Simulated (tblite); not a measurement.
# C5H3O4S2: the cost of one run

Computed with tblite 0.8.0 and PySCF 2.14.0, with density-fitted response routines of our own, on a single molecule in the gas phase. Atoms are numbered from 0 throughout.

## Step 1: Starting geometry

14 atoms, charge -1, multiplicity 1; geometry from: force field or distance geometry start.

Bonds of the start (Å): O0–S1 1.52, S1–O2 1.50, S1–O3 1.67, S1–C4 1.75, C4–C5 1.39, C5–C6 1.39, C6–S7 1.63, C6–C8 1.38, C8–C9 1.37, C9–O10 1.32, O10–C4 1.33, C5–H11 1.08, C8–H12 1.09, C9–H13 1.08.

## Step 2: Optimising the geometry with GFN2-xTB

Job settings and geometry (Å):

```
{"job": {"kind": "relax", "xc": "GFN2-xTB", "basis": "xTB"}, "charge": -1, "multiplicity": 1}
O      2.821200    -1.243100     1.162200
S      2.329800    -0.491300    -0.066100
O      2.765500    -1.298900    -1.249500
O      3.184300     0.943900    -0.128000
C      0.598100    -0.242000    -0.005700
C      0.058800     1.042600    -0.034800
C     -1.325100     1.167200     0.000900
S     -1.967200     2.670200    -0.012700
C     -2.108600     0.028900     0.059000
C     -1.499100    -1.202600     0.077600
O     -0.188100    -1.312700     0.036600
H      0.673300     1.927300    -0.072100
H     -3.196000     0.076400     0.097900
H     -2.147400    -2.066300     0.112700
```

Run with:

```
OMP_NUM_THREADS=1 python probes_run.py task.json out
```

This one command runs all jobs of the session in turn.

Q: Estimate the wall time and peak memory of this first job on 1 thread of Intel Xeon at 2.50GHz, shared host.

About 1.1 s, with a peak of 0.18 GiB.
